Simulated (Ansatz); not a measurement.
I need an SCF with some post-processing of SrCa₃, space group Pm-3m. Use Ansatz 0.2.0 through its Python package. Settings: LDA, PAW, the default cutoff (420 eV here), 3×3×3 k-points, Fermi-Dirac smearing of 0.1 eV.

```xyz
4
Lattice="5.7168 0.0000 0.0000 0.0000 5.7168 0.0000 0.0000 0.0000 5.7168" Properties=species:S:1:pos:R:3 pbc="T T T"
Sr    0.0000    0.0000    0.0000
Ca    0.0000    2.8584    2.8584
Ca    2.8584    0.0000    2.8584
Ca    2.8584    2.8584    0.0000
```

Script `report.py`:
```python
from pathlib import Path

import ansatz as az
import numpy as np
from pymatgen.core import Structure
from pymatgen.symmetry.analyzer import SpacegroupAnalyzer
from scipy.ndimage import map_coordinates

cell = (
    az.Lattice.cubic(5.71676577)
    .space_group(221)
    .atom('Sr', (0.0, 0.0, 0.0))
    .atom('Ca', (0.0, 0.5, 0.5))
)

calculation = (
    cell.calculation()
    .occupations('Fermi-Dirac', width=100 * az.meV)
    .mixing('msr1', beta=0.5)
    .functional('LDA')
    .kpoints(3, 3, 3, shift=0.5)
    .density()
    .potential()
    .electron_localization_function()
    .output_files(volumetric_format='npy')
)
result = calculation.run(threads=1)
report = result.report

for key in ('converged', 'n_iterations', 'n_electrons', 'n_kpoints', 'n_pw', 'n_symmetry_ops', 'free_energy_ev', 'fermi_energy_ev'):
    print(f'{key:18s} {report[key]}')

final = Structure(result.lattice.cell_ang, [s.symbol for s in result.lattice.sites], [s.position_frac for s in result.lattice.sites])
analyser = SpacegroupAnalyzer(final, symprec=0.01)
standard = analyser.get_conventional_standard_structure()
print(analyser.get_crystal_system(), analyser.get_space_group_symbol(), len(standard), 'atoms in the conventional cell')
print('a b c (A):', [round(x, 4) for x in standard.lattice.abc], ' angles:', [round(x, 2) for x in standard.lattice.angles])
print(f'mass density {float(final.density):.3f} g/cm^3')

folder = Path(result.write_results('fields'))
print('densities in e/A^3, potentials in eV, ELF without unit')
for name in sorted(p.name for p in folder.glob('*.npy')):
    field = np.load(folder / name)
    print(f'{name:16s} {str(field.shape):16s} min {field.min():10.4f}  mean {field.mean():10.4f}  max {field.max():10.4f}')

print(calculation.to_python())

for term in (az.EnergyTerm.SMEARING, az.EnergyTerm.DISPERSION):
    print(f'F without {term.name.lower()}: {az.free_energy_without(report, term):.5f} eV')

rho = result.density()
total = sum(channel.density_e_per_ang3 for channel in rho.channels[:2])
grid_cell = np.asarray(rho.fft_grid_basis) @ result.lattice.cell_ang
partner = min(final.get_neighbors(final[0], 5.0), key=lambda n: n.nn_distance)
line = np.linspace(final[0].coords, partner.coords, 11)
points = (line @ np.linalg.inv(grid_cell)) * rho.dims
values = map_coordinates(total, points.T, order=3, mode='grid-wrap')
print(f'from {final[0].specie} to {partner.specie}, {partner.nn_distance:.3f} A')
for t, value in zip(np.linspace(0, partner.nn_distance, 11), values):
    print(f'{t:7.3f} A  {value:9.4f} e/A^3')
```

```console
$ python report.py
DeckWarning: basis.ecutwfc = 420 eV, auto-derived from the records' recommended cutoffs: set by Sr (normal level)
converged          True
n_iterations       6
n_electrons        40.0
n_kpoints          4
n_pw               3743
n_symmetry_ops     48
free_energy_ev     -8761.866448465309
fermi_energy_ev    4.570536846755254
cubic Pm-3m 4 atoms in the conventional cell
a b c (A): [5.7168, 5.7168, 5.7168]  angles: [90.0, 90.0, 90.0]
mass density 1.847 g/cm^3
densities in e/A^3, potentials in eV, ELF without unit
elf.npy          (40, 40, 40)     min     0.0080  mean     0.3451  max     0.8643
rho.npy          (40, 40, 40)     min     0.0381  mean     0.2141  max     6.9766
v_es.npy         (40, 40, 40)     min  -182.5596  mean     1.6230  max     8.5299
v_tot.npy        (40, 40, 40)     min  -216.3166  mean    -6.1322  max     2.6632
(
    az.Lattice.cubic(5.71676577)
    .space_group(221)
    .atom("Sr", (0.0, 0.0, 0.0))
    .atom("Ca", (0.0, 0.5, 0.5))
    .calculation()
    .kpoints(3, 3, 3, shift=(0.5, 0.5, 0.5))
    .functional("lda")
    .mixing(algorithm="msr1", beta=0.5)
    .occupations(method="fermi_dirac", width=0.1)
    .density()
    .potential()
    .output_files(volumetric_format="npy")
    .electron_localization_function()
)

F without smearing: -8761.61278 eV
F without dispersion: -8761.86645 eV
from Sr to Ca, 4.042 A
  0.000 A     1.1031 e/A^3
  0.404 A     2.7247 e/A^3
  0.808 A     1.2862 e/A^3
  1.213 A     0.2015 e/A^3
  1.617 A     0.0583 e/A^3
  2.021 A     0.0466 e/A^3
  2.425 A     0.0515 e/A^3
  2.830 A     0.1191 e/A^3
  3.234 A     1.0199 e/A^3
  3.638 A     4.8824 e/A^3
  4.042 A     6.9766 e/A^3
```
(Warnings from the package without file and line.)

These settings explore the input space; cutoff and mesh may be short of convergence. The mesh is modest for a metal, so energies can be off by several to tens of meV an atom and pressures by half a GPa or more; differences at equal mesh fare better. An absolute Fermi energy rests on an arbitrary zero of the periodic potential and has no direct meaning. The fields are valence quantities on the plane-wave grid; their values near the nuclei depend on the potentials. This cell is a computed structure, which may not be the phase found in nature. Finished in 2.7 s on 1 thread of Arm Neoverse V1, with other jobs on the host, peak memory 0.43 GiB.
